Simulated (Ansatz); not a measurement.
# CH₃ClSSi: how energies converge with the basis set

One table from this session's results is given with a row withheld; the runs are named, their logs left out.

The runs use Ansatz 0.2.0, Gaussian basis; one geometry, several basis sets.

The runs, in order: PBE0-D4/def2-SVP; ωB97M-V/def2-SVP; PBE0-D4/def2-QZVPP; ωB97M-V/def2-QZVPP; CCSD(T)/cc-pV(D+d)Z; CCSD(T)/cc-pV(T+d)Z; CCSD(T)/cc-pV(Q+d)Z; the functionals' def2-TZVPP values are taken from earlier runs.

**Structure used throughout**

The geometry comes from an earlier relaxation with PBE0-D4 in a triple-zeta def2 set; it is a stationary point, not always the lowest conformer.

7 atoms, charge 0, spin multiplicity 1.

Atoms are counted from 1 here; the program's logs count them from 0.

Bond lengths: C1–S2 1.809 Å, C1–H5 1.089 Å, C1–H6 1.089 Å, C1–H7 1.088 Å, S2–Si3 2.122 Å, Si3–Cl4 2.097 Å. Angles: S2–C1–H5 108.2°, S2–C1–H6 108.3°, S2–C1–H7 110.7°, H5–C1–H6 109.5°, H5–C1–H7 110.0°, H6–C1–H7 110.0°, C1–S2–Si3 113.1°, S2–Si3–Cl4 103.6°.

Geometry (Å):

```xyz
7
charge 0, multiplicity 1
C    -0.24801    0.79847   -0.45488
S     0.43437   -0.74095   -1.11661
Si    0.80871   -2.19681    0.38176
Cl    0.21370   -1.24607    2.15360
H     0.42644    1.61164   -0.72005
H    -1.22036    0.96673   -0.91603
H    -0.35355    0.73899    0.62662
```

The first run:

in.yaml

```yaml
crystal:
  periodic: [false, false, false]
  atoms:
    - {symbol: C, position_ang: [-0.248010, 0.798471, -0.454878]}
    - {symbol: S, position_ang: [0.434373, -0.740950, -1.116612]}
    - {symbol: Si, position_ang: [0.808707, -2.196806, 0.381757]}
    - {symbol: Cl, position_ang: [0.213699, -1.246072, 2.153595]}
    - {symbol: H, position_ang: [0.426436, 1.611638, -0.720054]}
    - {symbol: H, position_ang: [-1.220361, 0.966729, -0.916029]}
    - {symbol: H, position_ang: [-0.353546, 0.738990, 0.626622]}
basis:
  gaussian: {orbitals: def2-SVP}
hamiltonian: {xc: pbe0, dispersion: d4}
output: {orbitals: {seedname: orbitals}}
```

Started as:

```
> ansatz run in.yaml --threads 2 --pin off --events-out ev --progress --plain --max-ram 22528MiB --backend cpu
```

Among the steps run: PBE0-D4 in def2-SVP; ωB97M-V in def2-SVP; PBE0-D4 in def2-QZVPP; ωB97M-V in def2-QZVPP.

One table of the session follows, with a row left open; its other results are not shown here.

```
functional       basis  HOMO (eV)  LUMO (eV)
   PBE0-D4    def2-SVP      -7.10      -2.19
   PBE0-D4  def2-TZVPP      -7.13      -2.24
   PBE0-D4  def2-QZVPP      -7.16      -2.28
   ωB97M-V    def2-SVP          ?          ?
   ωB97M-V  def2-TZVPP      -9.18      -0.28
   ωB97M-V  def2-QZVPP      -9.21      -0.35
```

**Question.** Estimate the row for ωB97M-V, def2-SVP.

**Answer.** HOMO (eV): -9.11; LUMO (eV): -0.16. In the column «HOMO (eV)» it lies between ωB97M-V, def2-TZVPP (-9.18) and PBE0-D4, def2-QZVPP (-7.16).
